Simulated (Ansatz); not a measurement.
**GeH5NSTe: one species, many methods**

One table from this session's results is given with a row withheld; the runs are named, their logs left out.

Computed with Ansatz 0.2.0, Gaussian basis. Level: functionals in def2-TZVPP, the program's frozen cores in correlated methods.

Plan: LDA (SPW92), PBE-D4, revPBE-D4, BLYP-D4, r2SCAN-D4, B97M-V, PBE0-D4, B3LYP-D4, r2SCANh-D4, r2SCAN0-D4, HSE06-D4, BHLYP-D4, CAM-B3LYP-D4, LC-ωPBE, ωB97X-V, ωB97M-V, B2PLYP, PBE-QIDH; CCSD(T)/def2-SVP; CCSD(T)/def2-TZVPP; MP2/def2-QZVPP; extrapolation to the limit; RPA on PBE.

## The geometry

The geometry comes from an earlier relaxation with PBE0-D4 in a triple-zeta def2 set; it is a stationary point, not always the lowest conformer. Te takes the def2 core potential; no spin-orbit term is included.

9 atoms, charge 0, spin multiplicity 1.

Atoms are counted from 1 here; the program's logs count them from 0.

Bond lengths: N1–Ge2 1.830 Å, N1–H5 1.011 Å, N1–H6 1.011 Å, Ge2–S3 2.217 Å, Ge2–Te4 2.571 Å, Ge2–H7 1.537 Å, S3–H8 1.346 Å, Te4–H9 1.657 Å. Angles: Ge2–N1–H5 115.0°, Ge2–N1–H6 113.8°, H5–N1–H6 109.5°, N1–Ge2–S3 106.3°, N1–Ge2–Te4 113.9°, N1–Ge2–H7 107.9°, S3–Ge2–Te4 106.8°, S3–Ge2–H7 112.7°, Te4–Ge2–H7 109.4°, Ge2–S3–H8 93.7°, Ge2–Te4–H9 90.9°.

Set-up of the first run:

Input file in.yaml:

```yaml
crystal:
  periodic: [false, false, false]
  atoms:
    - {symbol: N, position_ang: [-0.055874, 1.530240, 0.580134]}
    - {symbol: Ge, position_ang: [0.254191, -0.179432, 0.005451]}
    - {symbol: S, position_ang: [-1.161735, -1.474161, 1.117146]}
    - {symbol: Te, position_ang: [-0.218396, -0.539973, -2.496295]}
    - {symbol: H, position_ang: [0.509208, 2.240439, 0.133726]}
    - {symbol: H, position_ang: [-1.028710, 1.802953, 0.545416]}
    - {symbol: H, position_ang: [1.724246, -0.517249, 0.301173]}
    - {symbol: H, position_ang: [-0.731118, -1.059338, 2.322959]}
    - {symbol: H, position_ang: [0.796787, -1.849779, -2.526710]}
basis:
  gaussian: {orbitals: def2-TZVPP}
hamiltonian: {xc: lda}
output: {orbitals: {seedname: orbitals}}
```

Launch:

```console
ansatz run in.yaml --threads 4 --pin off --events-out ev --progress --plain --max-ram 10444MiB
```

Among the steps run: LDA; PBE-D4 (GGA); revPBE-D4 (GGA); BLYP-D4 (GGA); r2SCAN-D4 (meta-GGA); B97M-V (meta-GGA); B3LYP-D4 (hybrid); r2SCANh-D4 (hybrid); r2SCAN0-D4 (hybrid); HSE06-D4 (hybrid); BHLYP-D4 (hybrid); CAM-B3LYP-D4 (range-separated); LC-ωPBE (range-separated); ωB97X-V (range-separated); ωB97M-V (range-separated); B2PLYP (double hybrid); PBE-QIDH (double hybrid).

One of the session's tables, all rows but one given; the rest of the session is left out.

```
  functional  HOMO (eV)  gap (eV)
 LDA (SPW92)      -5.63      3.63
      PBE-D4          ?         ?
   revPBE-D4      -5.43      3.72
     BLYP-D4      -5.31      3.59
   r2SCAN-D4      -5.74      4.14
      B97M-V      -5.74      4.15
     PBE0-D4      -6.53      5.54
    B3LYP-D4      -6.31      5.07
  r2SCANh-D4      -6.13      4.81
  r2SCAN0-D4      -6.70      5.81
    HSE06-D4      -6.15      4.78
    BHLYP-D4      -7.42      7.26
CAM-B3LYP-D4      -7.75      7.71
     LC-ωPBE      -9.06     10.12
     ωB97X-V      -8.74      9.71
     ωB97M-V      -8.62      9.41
```

Estimate the missing values for PBE-D4.

As computed: HOMO (eV): -5.48; gap (eV): 3.69. In the column «HOMO (eV)» it lies between LDA (SPW92) (-5.63) and revPBE-D4 (-5.43).

To keep in mind: All levels share the lack of spin-orbit coupling, which lowers the free heavy atoms and so the true binding.
